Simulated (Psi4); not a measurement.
# M06-2X/def2-TZVPD (sweep point 7) run of CHCuO (Cu(CO)H)

Aim: the vertical ionisation energy of CHCuO (Cu(CO)H) at M06-2X/def2-TZVPD (sweep point 7), from 2 runs. 

The results are computed with Psi4 1.11.

4 further runs of the same task are left out: 4 set aside as unsound or not needed.

### Step 1. The system as given

The species is CHCuO (4 atoms), meant as a singlet with charge 0. SMILES: `[H][Cu]<-[C-]#[O+]`. The shape comes from GFN2-xTB, which is rough for such elements, and wasn't checked as a minimum.

Bond lengths: Cu1–C2 1.786 Å, C2–O3 1.137 Å, Cu1–H4 1.489 Å. Angles: Cu1–C2–O3 177.7°, C2–Cu1–H4 179.0°.

### Step 2. The energy at M06-2X/def2-TZVPD (sweep point 7)

job.inp

```
memory 1600 mb

molecule molecule1 {
  0 1
  Cu    -0.014370     0.018700    -0.804770
  C     -0.004560     0.008270     0.981090
  O      0.032210    -0.031180     2.117060
  H     -0.013280     0.004200    -2.293380
  symmetry c1
}

set globals {
  puream true
  scf_type pk
  dft_radial_points 99
  dft_spherical_points 590
  d_convergence 1e-10
  e_convergence 1e-10
}

e, wfn = energy("m06-2x/def2-TZVPD", return_wfn=True)
```

Command:

```sh
psi4 -n 1 job.inp job.out
```

job.out:

```text
[...]
  Running in c1 symmetry.
[...]
  Nuclear repulsion =  128.136591491432398
[...]
  Multiplicity = 1
[...]
  Nalpha       = 22
  Nbeta        = 22
[...]
    Number of basis functions: 134
[...]
   @RKS iter   1: -1751.17483320221345    2.42473e-01   3.15505e-02 DIIS/ADIIS
[...]
   @RKS iter  19: -1754.37522909990503   -5.91172e-12   3.51483e-11 DIIS
[...]
    Orbital Energies [Eh]
    ---------------------
    Doubly Occupied:
       1A   -325.076989     2A    -39.487755     3A    -34.694684
       4A    -34.690613     5A    -34.690611     6A    -19.782922
       7A    -10.719911     8A     -4.552493     9A     -3.034887
      10A     -3.022969    11A     -3.022966    12A     -1.331833
      13A     -0.724845    14A     -0.602038    15A     -0.601826
      16A     -0.597405    17A     -0.421918    18A     -0.421917
      19A     -0.418406    20A     -0.418391    21A     -0.401001
      22A     -0.290792
[...]
  @RKS Final Energy: -1754.37522909990503
   => Energetics <=
    Nuclear Repulsion Energy =            128.1365914914323980
    One-Electron Energy =               -2696.2289281912389924
    Two-Electron Energy =                 852.3128310788875979
    DFT Exchange-Correlation Energy =     -38.5957234789858319
    Empirical Dispersion Energy =           0.0000000000000000
    VV10 Nonlocal Energy =                  0.0000000000000000
    Total Energy =                      -1754.3752290999050274
[...]
 Multipole Moments:
 ------------------------------------------------------------------------------------
     Multipole            Electronic (a.u.)      Nuclear  (a.u.)        Total (a.u.)
 ------------------------------------------------------------------------------------
 L = 1.  Multiply by 2.5417464519 to convert [e a0] to [Debye]
 Dipole X            :         -0.0396184            0.0361593           -0.0034591
 Dipole Y            :          0.0666287           -0.0517268            0.0149019
 Dipole Z            :          0.1870537            1.3128123            1.4998661
 Magnitude           :                                                    1.4999441
[...]
```

It took 78 s on 1 thread of AMD EPYC 7R43 (Zen 3), shared host; peak memory 0.97 GiB.

### Step 3. The doublet cation at the same level

calc.inp

```
memory 1.6 GB

molecule {
  1 2
  Cu    -0.014370     0.018700    -0.804770
  C     -0.004560     0.008270     0.981090
  O      0.032210    -0.031180     2.117060
  H     -0.013280     0.004200    -2.293380
  symmetry c1
}

set basis def2-TZVPD
set reference uks
set puream true
set scf_type pk
set dft_radial_points 99
set dft_spherical_points 590
set d_convergence 1e-10
set e_convergence 1e-10
set maxiter 150

E, wfn = energy("m06-2x", return_wfn=True)
print_variables()
```

Command:

```sh
psi4 -i calc.inp -o calc.out -n 1
```

calc.out:

```text
[...]
  Running in c1 symmetry.
[...]
  Nuclear repulsion =  128.136591491432398
[...]
  Multiplicity = 2
[...]
  Nalpha       = 22
  Nbeta        = 21
[...]
    Number of basis functions: 134
[...]
   @UKS iter   1: -1751.04413607329025    3.73170e-01   3.09482e-02 DIIS/ADIIS
[...]
   @UKS iter  25: -1754.03760537132507    3.41061e-12   2.33964e-11 DIIS
[...]
   @S^2 Observed:                7.536414327E-01
[...]
    Orbital Energies [Eh]
    ---------------------
    Alpha Occupied:
       1A   -325.383659     2A    -39.796256     3A    -35.009210
       4A    -34.995246     5A    -34.995245     6A    -19.988945
       7A    -10.924844     8A     -4.865686     9A     -3.362734
      10A     -3.331437    11A     -3.331436    12A     -1.526300
      13A     -0.926395    14A     -0.839435    15A     -0.797790
      16A     -0.797779    17A     -0.733489    18A     -0.733462
      19A     -0.728267    20A     -0.728266    21A     -0.710977
      22A     -0.635345
    Alpha Virtual:
      23A     -0.268649    24A     -0.268634    25A     -0.154915
[...]
  @UKS Final Energy: -1754.03760537132507
   => Energetics <=
    Nuclear Repulsion Energy =            128.1365914914323980
    One-Electron Energy =               -2684.2573980219403893
    Two-Electron Energy =                 840.5434122238413011
    DFT Exchange-Correlation Energy =     -38.4602110646581039
    Empirical Dispersion Energy =           0.0000000000000000
    VV10 Nonlocal Energy =                  0.0000000000000000
    Total Energy =                      -1754.0376053713250712
[...]
 Multipole Moments:
 ------------------------------------------------------------------------------------
     Multipole            Electronic (a.u.)      Nuclear  (a.u.)        Total (a.u.)
 ------------------------------------------------------------------------------------
 L = 1.  Multiply by 2.5417464519 to convert [e a0] to [Debye]
 Dipole X            :         -0.0484025            0.0361593           -0.0122432
 Dipole Y            :          0.0656596           -0.0517268            0.0139328
 Dipole Z            :         -1.7916734            1.3128123           -0.4788611
 Magnitude           :                                                    0.4792202
[...]
```

It took 2.5 min on 1 thread of AMD EPYC 7R43 (Zen 3), shared host; peak memory 0.97 GiB.

### Step 4. Summary of results

At M06-2X/def2-TZVPD (sweep point 7):

```
                                          quantity           value
                       singlet CHCuO: total energy  -1754.37523 Eh
                      singlet CHCuO: dipole moment          3.81 D
                        singlet CHCuO: HOMO energy        -7.91 eV
                        singlet CHCuO: LUMO energy        -1.52 eV
                      singlet CHCuO: HOMO–LUMO gap         6.39 eV
                      doublet cation: total energy  -1754.03761 Eh
doublet cation: HOMO energy (highest over α and β)       -17.29 eV
 doublet cation: LUMO energy (lowest over α and β)       -10.57 eV
                              doublet cation: ⟨S²⟩           0.754
vertical ionisation energy (to the doublet cation)        9.187 eV
```

What this shows: The vertical ionisation energy comes to 9.19 eV (212 kcal/mol). The negative HOMO energy of the first species, 7.91 eV, lies 1.27 eV below that difference.
